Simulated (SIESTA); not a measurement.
The system is Cu8O.

```
CELL_PARAMETERS angstrom
3.08778 -3.15959 0.00000
3.08778 3.15959 0.00000
0.00000 0.00000 5.43658
ATOMIC_POSITIONS crystal
Cu 0.72416 0.27584 0.27284
Cu 0.72416 0.27584 0.72716
Cu 0.27584 0.72416 0.72716
Cu 0.27584 0.72416 0.27284
Cu 0.18820 0.18820 0.00000
Cu 0.81180 0.81180 0.00000
Cu 0.21209 0.21209 0.50000
Cu 0.78791 0.78791 0.50000
O 0.50000 0.50000 0.00000
```

The cell comes from a database or a generator and needn't be the stable form of this composition.

```yaml
Program: SIESTA 5.4.2
Task: single point
Functional: PBEsol
Potentials_or_basis: PseudoDojo 0.4 standard (PBEsol files)
Basis: DZP (energy shift 0.003 Ry; two zetas on semicore shells)
Grid_cutoff: 800 Ry
Energy_shift: 0.003 Ry
k_mesh: 6 × 6 × 5
Occupations: fermi-dirac, width 0.05 eV
Spin: no spin polarisation
```

On this cell: pressure -6.3 GPa; largest force 0.125 eV/Å; band gap on the k mesh none (metal or under the smearing width).

The same run follows on a disturbed copy (atoms moved at random, drawn with an rms of 0.05 Å):

```xyz
9
Lattice="3.0878 -3.1596 0.0000 3.0878 3.1596 0.0000 0.0000 0.0000 5.4366" Properties=species:S:1:pos:R:3 pbc="T T T"
Cu    3.0800   -1.4016    1.4575
Cu    3.1272   -1.4075    4.0195
Cu    3.1361    1.3356    3.9337
Cu    3.0777    1.4155    1.4497
Cu    1.1990    0.0210    0.0103
Cu    5.0091   -0.0112   -0.0475
Cu    1.3421   -0.0408    2.7115
Cu    4.8634    0.0258    2.7146
O     3.0513   -0.0029   -0.0303
```

Problem. What changes?

Solution. The energy (extrapolated to zero smearing) moves by +13.4 meV/atom; pressure -5.6 GPa; largest force 1.140 eV/Å; band gap on the k mesh none (metal or under the smearing width).

Forces in eV/Å, atoms in the order of the input:
```
Cu   0.141 -0.255  0.295
Cu  -0.018 -0.433 -0.741
Cu  -0.169  0.632 -0.179
Cu   0.015  0.142  0.154
Cu  -1.134 -0.119  0.003
Cu   0.260 -0.051  0.142
Cu  -0.399  0.142  0.035
Cu   0.406 -0.172 -0.076
O    0.897  0.114  0.368
```

Stress tensor (GPa, compression positive):
```
-4.71 -0.07 -0.39
-0.07 -6.43 -0.04
-0.39 -0.04 -5.67
```

Caveats: short orbitals over semicore shells can move pressures by several GPa; the basis of atomic orbitals isn't converged, which shifts pressures, moduli and gaps; the run has no spin polarisation, though such a crystal can be magnetic; semilocal functionals often make such compounds metallic where correlation or magnetic order opens a gap, which also shifts bond lengths.
